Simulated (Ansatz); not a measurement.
The input (input.yaml):

```yaml
accuracy: low
crystal:
  lattice:
    - [5.560937, -5.522759, 0.0]
    - [5.560937, 5.522759, 0.0]
    - [-4.90969, 0.0, 5.83648]
  atoms:
    - { symbol: Tl, position: [0.795527, 0.204473, 0.75] }
    - { symbol: Tl, position: [0.204473, 0.795527, 0.25] }
    - { symbol: Bi, position: [0.218187, 0.781813, 0.75] }
    - { symbol: Bi, position: [0.781813, 0.218187, 0.25] }
    - { symbol: W, position: [0.302723, 0.312607, 0.780322] }
    - { symbol: W, position: [0.697277, 0.687393, 0.219678] }
    - { symbol: W, position: [0.687393, 0.697277, 0.719678] }
    - { symbol: W, position: [0.312607, 0.302723, 0.280322] }
    - { symbol: O, position: [0.376705, 0.248362, 0.557879] }
    - { symbol: O, position: [0.623295, 0.751638, 0.442121] }
    - { symbol: O, position: [0.751638, 0.623295, 0.942121] }
    - { symbol: O, position: [0.248362, 0.376705, 0.057879] }
    - { symbol: O, position: [0.621281, 0.932087, 0.868423] }
    - { symbol: O, position: [0.378719, 0.067913, 0.131577] }
    - { symbol: O, position: [0.067913, 0.378719, 0.631577] }
    - { symbol: O, position: [0.932087, 0.621281, 0.368423] }
    - { symbol: O, position: [0.413601, 0.626331, 0.97091] }
    - { symbol: O, position: [0.586399, 0.373669, 0.02909] }
    - { symbol: O, position: [0.373669, 0.586399, 0.52909] }
    - { symbol: O, position: [0.626331, 0.413601, 0.47091] }
    - { symbol: O, position: [0.212742, 0.050145, 0.687087] }
    - { symbol: O, position: [0.787258, 0.949855, 0.312913] }
    - { symbol: O, position: [0.949855, 0.787258, 0.812913] }
    - { symbol: O, position: [0.050145, 0.212742, 0.187087] }
basis:
  ecutwfc: 420.0
kpoints:
  mp_grid: { grid: [1, 1, 2] }
hamiltonian:
  xc: lda
scf:
  occupations: { method: fermi_dirac, width: 0.05 }
  lower_state_search: "off"
md:
  timestep: 1
  n_steps: 180
  ensemble: nve
  temperature: 1400.0
  initial_velocities: maxwell_boltzmann
  seed: 209386
```

Run as:

```bash
$ ansatz run input.yaml --threads 1 --pin off --max-ram 3072MiB --backend cpu --events-out ev --progress --plain --runs-dir out
```

Hardware: 1 thread of Arm Neoverse V2, on a shared host.

**Question.** Roughly how long does this run take, and how much memory?

**Answer.** 11 min, with a peak of 0.67 GiB, for 181 ionic steps.
